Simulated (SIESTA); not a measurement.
The system is Al5CuMo2.

```
Mo Cu Al
1.0
     3.76951    0.00000    0.00000
     0.00000    3.76951    0.00000
     0.00000    0.00000    8.26475
Mo Cu Al
2 1 5
Direct
  0.50000 0.50000 0.50000
  0.00000 0.00000 0.00000
  0.00000 0.00000 0.50000
  0.50000 0.50000 0.00000
  0.00000 0.50000 0.73769
  0.50000 0.00000 0.26231
  0.50000 0.00000 0.73769
  0.00000 0.50000 0.26231
```

The cell comes from a database or a generator and needn't be the stable form of this composition.

| Property | Result |
| --- | --- |
| Program | SIESTA 5.4.2 |
| Task | single point |
| Functional | PBEsol |
| Potentials or basis | PseudoDojo 0.4 standard (PBEsol files) |
| Basis | DZP (energy shift 0.003 Ry; two zetas on semicore shells) |
| Grid cutoff | 800 Ry |
| Energy shift | 0.003 Ry |
| k mesh | 7 × 7 × 4 |
| Occupations | fermi-dirac, width 0.05 eV |
| Spin | no spin polarisation |

On this cell: pressure -2.2 GPa; largest force 0.020 eV/Å; band gap on the k mesh none (metal or under the smearing width).

The same run follows on a disturbed copy (atoms moved at random, drawn with an rms of 0.05 Å):

```
Mo Cu Al
1.0
     3.76951    0.00000    0.00000
     0.00000    3.76951    0.00000
     0.00000    0.00000    8.26475
Mo Cu Al
2 1 5
Direct
  0.50102 0.49725 0.49867
  0.00481 0.01660 0.00340
  0.01073 0.00475 0.49646
  0.49494 0.50100 0.00399
  0.01060 0.50034 0.73446
  0.50265 0.00186 0.26302
  0.49950 0.99042 0.73907
  0.99766 0.49478 0.26792
```

What changes?

The energy (extrapolated to zero smearing) moves by +9.7 meV/atom; pressure -1.8 GPa; largest force 0.864 eV/Å; band gap on the k mesh none (metal or under the smearing width).

Forces in eV/Å, atoms in the order of the input:
```
Mo   0.277  0.241  0.453
Mo  -0.294 -0.748 -0.317
Cu  -0.252 -0.201  0.117
Al   0.317  0.378 -0.054
Al  -0.429 -0.212  0.246
Al  -0.079 -0.134 -0.051
Al   0.296  0.447 -0.025
Al   0.165  0.230 -0.369
```

Stress tensor (GPa, compression positive):
```
-1.80  0.22  0.02
 0.22 -1.71 -0.06
 0.02 -0.06 -1.79
```

Caveats: short orbitals over semicore shells can move pressures by several GPa; the basis of atomic orbitals isn't converged, which shifts pressures, moduli and gaps.
